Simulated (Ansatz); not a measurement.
The system is Ti3S2.

```
Ti S
1.0
     2.71311    1.56642    3.23762
    -2.71311    1.56642    3.23762
     0.00000   -3.13283    3.23762
Ti S
3 2
Direct
  0.00000 0.33565 0.66434
  0.66434 0.00000 0.33565
  0.33565 0.66434 0.00000
  0.16784 0.16784 0.16784
  0.83216 0.83216 0.83216
```

The cell comes from a database or a generator and needn't be the stable form of this composition.

```yaml
Program: Ansatz 0.2.0
Task: relaxation of cell and atoms
Functional: PBEsol
Potentials_or_basis: Ansatz PAW
Cutoff: "420 eV (not typed: the program's choice for these potentials)"
k_mesh: 6 × 6 × 6
Occupations: fermi-dirac, width 0.05 eV
Spin: no spin polarisation
```

At the start: volume 16.51 Å³/atom.

Problem. Where does the relaxation end?

Solution. It ends after 6 steps and the volume is 15.95 Å³/atom (-3.4 %); space group R32 (No. 155, to 0.05 Å).

Step by step:
```csv
step,energy change (eV),largest force (eV/Å),volume (Å³)
1,0.0000,0.0441,82.56
2,-0.0369,0.0819,79.43
3,-0.0402,0.0218,79.76
4,-0.0406,0.0095,79.73
5,-0.0406,0.0011,79.73
6,-0.0404,0.0010,79.73
```

Final structure:
```
Ti S
1.0
     2.68181    1.54834    3.20001
    -2.68181    1.54834    3.20001
     0.00000   -3.09669    3.20001
Ti S
3 2
Direct
  0.00000 0.33639 0.66361
  0.66361 0.00000 0.33639
  0.33639 0.66361 0.00000
  0.16763 0.16763 0.16763
  0.83237 0.83237 0.83237
```

Caveat: the plane-wave basis is chosen anew once the cell has moved, so the energies of steps on either side of that aren't comparable; the PAW data sets come from PBE, with cores solved anew for the run's functional, which leaves a small shift of forces and pressure.
